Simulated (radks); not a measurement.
# Ar²⁺ in [Ne] 3s2 3p3 4p1: an all-electron calculation

Wanted: eigenvalues, radial structure and energy terms of the argon ion Ar2+.

The numbers are computed with radks (a radial shooting solver on a logarithmic mesh, Libxc functionals) version 1 (non-relativistic Kohn-Sham, r2SCAN, spin-polarised, spherical densities, point nucleus; open shells are filled with parallel spins first), except any that are marked as measured or tabulated.

## Step 1: What is computed

| Quantity | Value |
| --- | --- |
| element | argon (Z = 18) |
| charge | +2 |
| electrons | 16 |
| configuration | [Ne] 3s2 3p3 4p1 |

Outer shells as boxes (Hund's rule):

Ar²⁺
```
[Ne] core
3s [↑↓]
3p [↑ ][↑ ][↑ ]
4p [↑ ][  ][  ]
```

## Step 2: The run

Input:

```text
Z 18
configuration [Ne] 3s2 3p3 4p1
relativity non-relativistic
functional r2scan,r2scan
spin polarised
nucleus point
```

Launch:

```
$ python run_ks.py task.json out
```

The same process makes all the runs of this session.

Q: Predict the outcome of this run.

As calculated:

```
                        quantity                   value
                    total energy      -524.98263 hartree
exchange-correlation share of it                  5.67 %
                            −T/E                  0.9990
          highest occupied level       4p up, -12.974 eV
    most extended occupied level  4p up, <r> = 3.86 bohr
 radius at density 0.001 e/bohr³               4.52 bohr
    maxima of the radial density                       3
```

What this shows: 4 principal shells are occupied and 3 maxima appear in the radial density; where shells overlap, one shows as a shoulder or not at all. The ratio −T/E is 0.9990; for a non-relativistic Coulomb system it is 1 up to the kinetic part of correlation. This is not the tabulated ground configuration, so its levels and sizes aren't those of the ground state, and no measured value stands beside it.
